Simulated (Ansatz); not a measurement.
What does this script print? It uses the Python package of Ansatz (0.2.0).

`tae_c2h6o.py`
```python
"""Atomisation energy of C2H6O at the given geometry."""

from collections import Counter

import ansatz as az

BASIS_SET = "def2-TZVP"
METHOD = "ccsd_t"


def energy_of(molecule, charge=0, unpaired=0):
    calc = molecule.calculation().basis(gaussian=BASIS_SET).correlation(METHOD)
    if charge:
        calc = calc.charge(charge)
    if unpaired:
        calc = calc.spin("collinear", total=unpaired)
    report = calc.run(threads=1).report
    if report["published_state_doubts"]:
        print("  doubts:", report["published_state_doubts"])
    return report["free_energy_ev"]

geometry = (
    az.Crystal.molecule()
    .atom("C", (-0.54189, 0.57641, -0.46772))
    .atom("C", (0.30817, -0.6076, -0.01936))
    .atom("O", (1.19881, -0.27648, 1.0206))
    .atom("H", (-1.17505, 0.28581, -1.30149))
    .atom("H", (0.09764, 1.39862, -0.78021))
    .atom("H", (-1.17696, 0.92071, 0.34771))
    .atom("H", (0.9405, -0.95268, -0.84035))
    .atom("H", (-0.3443, -1.43864, 0.28817))
    .atom("H", (0.69309, 0.09386, 1.75264))
)

# unpaired electrons of the ground-state atoms
unpaired = {"C": 2, "O": 2, "H": 1}
counts = Counter(site.symbol for site in geometry.cartesian_sites)
atom_energy = {s: energy_of(az.Crystal.molecule().atom(s, (0, 0, 0)), 0, unpaired[s]) for s in counts}
whole = energy_of(geometry, 0, 0)
for s, e in atom_energy.items():
    print(f"{s:2s} x{counts[s]}  {e:14.5f} eV")
print(f"C2H6O: {whole:.5f} eV")
split = sum(counts[s] * e for s, e in atom_energy.items()) - whole
print(f"atomisation energy (no zero-point term): {96.485332 * split:.1f} kJ/mol, {split / sum(counts.values()):.3f} eV an atom")
```

```console
$ python tae_c2h6o.py
C  x2     -1028.07419 eV
O  x1     -2040.22115 eV
H  x6       -13.60052 eV
C2H6O: -4211.80398 eV
atomisation energy (no zero-point term): 3264.2 kJ/mol, 3.759 eV an atom
```

3264.2 kJ/mol from the electronic energies, without the zero-point term.

What to keep in mind:
- Total energies depend on the basis set; only differences at equal settings carry meaning.
- The geometry is a force-field or estimated start, not a minimum of this method, and the basis set is short of its limit. All parts are taken at fixed geometry, without zero-point energy.
- It ran for 19 s on 1 thread of Arm Neoverse V2 (shared host), peak memory 0.78 GiB.
